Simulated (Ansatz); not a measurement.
Which YAML input does this script hand to the engine? (Ansatz's Python interface)

Script `tc3sn_scf.py`:
```python
import json
import warnings

import ansatz as az
from pymatgen.core import Lattice, Structure
from pymatgen.io.ase import AseAtomsAdaptor

warnings.simplefilter("ignore", az.DeckWarning)

pmg_structure = Structure(
    Lattice([[2.941587, 0.0, 0.0], [-1.470793, 2.547489, 0.0], [0.0, 0.0, 8.633447]]),
    ["Tc", "Tc", "Tc", "Sn"],
    [
        [1 / 3, 2 / 3, 0.5],
        [2 / 3, 1 / 3, 0.261782],
        [2 / 3, 1 / 3, 0.738218],
        [1 / 3, 2 / 3, 0.0],
    ],
)
structure = az.Crystal.from_ase(AseAtomsAdaptor.get_atoms(pmg_structure))

model = (
    structure.calculation()
    .functional("pbe")
    .kpoints(10, 10, 3)
    .occupations("Fermi-Dirac", width=0.15)
)
def show(event):
    row = event["data"]
    if event["event"] == "scf_iter" and row.get("free_energy_ev") is not None:
        print(f"  iteration {row['iter']:3d}  F = {row['free_energy_ev']:.6f} eV  residual {row['dr2_ev']:.2e}")


res = model.session().plan().execute(on_event=show)
report = res.report

print(f"free energy      {report['free_energy_ev']:.5f} eV")
print(f"per atom         {report['free_energy_ev'] / len(res.lattice.sites):.5f} eV")
print(f"SCF iterations   {report['n_iterations']}  (converged: {report['converged']})")

used = report["setup"]
print("cutoffs (eV):", used["ecut_ev"], used["ecutrho_ev"], " FFT grid:", used["fft_dense"])
print("cell volume {:.3f} A^3, {} symmetry operations".format(used["cell_volume_ang3"], used["n_sym_ops"]))

keep = ["free_energy_ev", "energy_sigma0_ev", "fermi_energy_ev", "n_iterations", "converged", "magnetization_mub", "n_kpoints"]
with open("tc3sn.json", "w") as handle:
    json.dump({key: report[key] for key in keep}, handle, indent=1)
```

Output of `python tc3sn_scf.py`:
```text
  iteration   8  F = -22217.605474 eV  residual 4.46e-08
free energy      -22217.60547 eV
per atom         -5554.40137 eV
SCF iterations   8  (converged: True)
cutoffs (eV): 500.0 2000.0  FFT grid: [24, 24, 64]
cell volume 64.696 A^3, 12 symmetry operations
```

`input.yaml`:
```yaml
crystal:
  lattice:
    - [2.941587, 0.0, 0.0]
    - [-1.470793, 2.547489, 0.0]
    - [0.0, 0.0, 8.633447]
  atoms:
    - { symbol: Tc, position: [0.3333333333333, 0.6666666666667, 0.5] }
    - { symbol: Tc, position: [0.6666666666667, 0.3333333333333, 0.261782] }
    - { symbol: Tc, position: [0.6666666666667, 0.3333333333333, 0.738218] }
    - { symbol: Sn, position: [0.3333333333333, 0.6666666666667, 0.0] }
kpoints:
  mp_grid: { grid: [10, 10, 3] }
hamiltonian:
  xc: pbe
scf:
  occupations: { method: fermi_dirac, width: 0.15 }
```

Launched from the shell:
```console
$ ansatz run input.yaml --threads 1 --pin off --max-ram 3072MiB --backend cpu --events-out ev --progress --plain --runs-dir out
band count auto-derived: 36 (N_el = 59.0; filled up to band 30; 35 by the electrons, moments and atoms)
Engine: ansatz 0.2.0, x86_64-unknown-linux-gnu
Pseudopotentials: kind: paw
Pseudopotential: Tc, paw, valence charge 15, recommended cutoff 500 eV (normal), Tc.paw.azcp
Pseudopotential: Sn, paw, valence charge 14, recommended cutoff 420 eV (normal), Sn.paw.azcp
Functional definition: PBE
  parameter kappa = 0.804
  parameter beta = 0.06672455060314922
  exchange = pbe_x(kappa = kappa, mu = beta*pi^2/3)
  correlation = pbe_c(beta = beta)
Crystal: 4 atoms, lattice volume = 64.696 Å³
Basis set: ecut = 500 eV, 1663 PW (Γ)
Bands: 36, of which v1, the nominal top of the filled ones, is band 30 counted from 1 (29 counted from 0)
Symmetry: 12 space group operations
Space group: P-6m2 (ITA 187), of the structure as read, at distance tolerance 4.0e-5 Å
k-points: 28 of 300 (time reversal used)
Non-local potential: Tc, projectors of the file, l = 0: 3, l = 1: 3, l = 2: 2, l = 3: 2
Non-local potential: Sn, projectors of the file, l = 0: 2, l = 1: 2, l = 2: 2, l = 3: 2
PAW form: soft (Blöchl's): semilocal exchange-correlation on the pseudo side does not see the compensation charge
PAW one-centre angular grid: Tc, 590 points (default); XC on 64 Gauss nodes
PAW one-centre angular grid: Sn, 590 points (default); XC on 64 Gauss nodes
Initial density: superposition of atomic densities (chi_scale 0.1, normalization cell, long waves kept (reshape's long-wave potential 0.10 eV rms))
Initial wavefunctions: pseudopotential atomic-orbital guess
Functional: x = pbe(κ = 0.804, μ = 0.2195149727645171), c = pbe(β = 0.06672455060314922)
SCF iter   1: F=—  HF=-22219.901011 eV  |F-HF|=—  |Δ(HF+E_count)|=         —  Δρ=5.28e-2  dr2=1.84e1  ethr=3.10e-3  ⟨swp⟩=5.7  Hψ=3441  notcnv=0
preconditioner: auto → Kerker (q_TF=auto, 2.687 Å⁻¹)  [metal: Δε(μ)=0.130 eV  Ē_g=9.364 eV  σ=0.150 eV  W_gap=0.21  n_scr=24 (ndim 8)  ℏωp=27.3 eV  f_vac=0.000  D(μ)=2.47/eV (n_scr^D=24)]
SCF iter   2: F=—  HF=-22218.753518 eV  |F-HF|=—  |Δ(HF+E_count)|=    1.15e0  Δρ=3.67e-2  dr2=9.47e0  ethr=3.10e-3  ⟨swp⟩=2.0  Hψ=1343  notcnv=0
SCF iter   3: F=—  HF=-22217.622840 eV  |F-HF|=—  |Δ(HF+E_count)|=    1.13e0  Δρ=8.16e-3  dr2=9.17e-2  ethr=3.10e-3  ⟨swp⟩=2.7  Hψ=1687  notcnv=0
SCF iter   4: F=—  HF=-22217.607190 eV  |F-HF|=—  |Δ(HF+E_count)|=   1.56e-2  Δρ=3.01e-3  dr2=7.63e-3  ethr=1.55e-4  ⟨swp⟩=1.1  Hψ=1238  notcnv=0
SCF iter   5: F=—  HF=-22217.605558 eV  |F-HF|=—  |Δ(HF+E_count)|=   1.63e-3  Δρ=5.51e-4  dr2=7.43e-4  ethr=1.29e-5  ⟨swp⟩=2.2  Hψ=1344  notcnv=0
SCF iter   6: F=—  HF=-22217.605478 eV  |F-HF|=—  |Δ(HF+E_count)|=   8.07e-5  Δρ=1.49e-4  dr2=2.60e-5  ethr=1.26e-6  ⟨swp⟩=1.8  Hψ=1180  notcnv=0
SCF iter   7: F=—  HF=-22217.605474 eV  |F-HF|=—  |Δ(HF+E_count)|=   3.85e-6  Δρ=3.05e-5  dr2=8.13e-7  ethr=4.41e-8  ⟨swp⟩=2.0  Hψ=1328  notcnv=0
SCF iter   8: F=-22217.605474 eV  HF=-22217.605474 eV  |F-HF|=3.33e-8  |Δ(HF+E_count)|=   1.70e-7  Δρ=5.61e-6  dr2=4.45e-8  ethr=1.69e-10  ⟨swp⟩=3.0  Hψ=2274  notcnv=0
SCF 1 converged in 8 iterations: F = -22217.605474 eV  dr2 = 4.45e-8
  greatest PAW one-centre occupation: 0.991 electrons in one spin orbital (limit 2), on the Sn atom at site 3 (counted from 0), in its partial waves of l = 2
SCF converged after 8 iterations
Free energy (F): -22217.605474 eV
Harris-Foulkes:  -22217.605474 eV  (|F-HF|=3.33e-8)
Internal energy: -22217.355962 eV  (E = F + TS)
E sigma→0 (E₀):  -22217.480718 eV
Entropy (-TS):   -0.249512 eV (-62.378 meV/atom)
Fermi energy:    19.783953 eV
--- Per-component energies (eV) ---
  E_band       = -226.926207
  E_kinetic    = 2058.968707
  E_local      = -4438.717667  (includes V_loc(G=0)·N_el)
  E_nonlocal   = 826.180918
  E_hartree    = 1513.857962
  E_xc         = -1100.259374
  E_vxc        = -980.226704  (∫ρ·V_xc dr)
  E_paw        = -13974.257243  (= ΣΔE_a)
  E_vpaw       = -720.843579  (= ΣTr[D̂ρ^β])
  E_aug_tail   = -0.000082  (compensation charges beyond the density's cutoff)
  E_ewald      = -7103.129182
  E_smearing   = -0.249512  (= −TS)
  E_closure    = -0.000000  (closes the sum)
  Σ components = -22217.605474   (vs F -22217.605474, Δ=0.00e0)
```

Reading the output:
- Absolute energies stand on the zero of these potentials, so only differences at equal settings mean something.
- The run is spin-unpolarised.
- The mesh is modest for a metal, so energies can be off by several to tens of meV an atom and pressures by half a GPa or more; differences at equal mesh fare better.
- The structure comes from a database of computed cells and needn't be a stable or known phase.

(Lines on the test bed's own set-up are left out of the output.)
